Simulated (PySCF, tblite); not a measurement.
**CH10N2OSi2: geometry, infrared bands and NMR shifts**

What infrared bands and NMR shifts should CH10N2OSi2 (`CN[SiH2]N[SiH2]O`) show?

Programs: tblite 0.8.0 and PySCF 2.14.0, with density-fitted response routines of our own. Each step states its level of theory. These are calculated values for one molecule in the gas phase, unless marked as measured. Atoms are numbered from 0 throughout.

### 1 The molecule as given

16 atoms, charge 0, multiplicity 1; geometry from: force field or distance geometry start.

Bonds of the start (Å): C0–N1 1.44, N1–Si2 1.71, Si2–N3 1.68, N3–Si4 1.69, Si4–O5 1.65, C0–H6 1.10, C0–H7 1.09, C0–H8 1.10, N1–H9 1.01, Si2–H10 1.47, Si2–H11 1.47, N3–H12 1.01, Si4–H13 1.47, Si4–H14 1.48, O5–H15 0.96.

### 2 Relaxing the molecule with GFN2-xTB

The job: settings as JSON, then the geometry in Å.

```
{"job": {"kind": "relax", "xc": "GFN2-xTB", "basis": "xTB"}, "charge": 0, "multiplicity": 1}
C     -2.890300     0.417900     0.054500
N     -1.510400     0.270300    -0.334300
Si    -0.236100    -0.081700     0.751000
N      1.015900    -0.015400    -0.371300
Si     2.426300    -0.512600     0.423000
O      3.554300    -0.330600    -0.773200
H     -3.041500     1.278700     0.721600
H     -3.500800     0.595200    -0.835000
H     -3.279300    -0.483500     0.546400
H     -1.218900     1.083400    -0.848900
H     -0.449000    -1.432400     1.297200
H     -0.152800     1.015000     1.729900
H      0.791000    -0.699700    -1.073900
H      2.338200    -1.932300     0.802000
H      2.748400     0.400600     1.540200
H      3.397400     0.436000    -1.332000
```

Run with:

```bash
> OMP_NUM_THREADS=1 python probes_run.py task.json out
```

This one command runs all jobs of the session in turn.

**Question.** This job is followed by: GFN2-xTB harmonic vibrations, gas phase; GIAO PBE0/pcSseg-1 NMR shielding, non-relativistic, gas phase. What will the session give for the following? strongest single infrared mode (GFN2-xTB); zero-point energy (GFN2-xTB); ¹³C shifts against TMS (PBE0/pcSseg-1); ¹H shifts against TMS (PBE0/pcSseg-1, means over atoms taken as alike); ¹⁵N shifts against NH3 (PBE0/pcSseg-1); ²⁹Si shifts against TMS (PBE0/pcSseg-1); ¹⁷O shifts against H2O (PBE0/pcSseg-1).

The runs gave:

| quantity | value |
| --- | --- |
| strongest single infrared mode (GFN2-xTB) | 2270 cm⁻¹, 503 km/mol |
| zero-point energy (GFN2-xTB) | 72.7 kcal/mol |
| ¹³C shifts against TMS (PBE0/pcSseg-1) | 30.3 ppm |
| ¹H shifts against TMS (PBE0/pcSseg-1, means over atoms taken as alike) | 5.06, 5.05, 2.81, 1.30, 0.06, -0.26 ppm |
| ¹⁵N shifts against NH3 (PBE0/pcSseg-1) | 34.8, 18.2 ppm |
| ²⁹Si shifts against TMS (PBE0/pcSseg-1) | -29.7, -36.0 ppm |
| ¹⁷O shifts against H2O (PBE0/pcSseg-1) | 32.0 ppm |

Relaxing lowered the energy by 0.633 eV in 78 steps; the close pair that moved most is Si2–N3, from 1.683 to 1.728 Å. All 42 modes are real, so the xTB geometry is a minimum. The strongest single mode, at 2270 cm⁻¹, moves mainly H14. Unscaled tight-binding wavenumbers are off by several per cent, some by more. Its intensities can rank the bands wrongly.
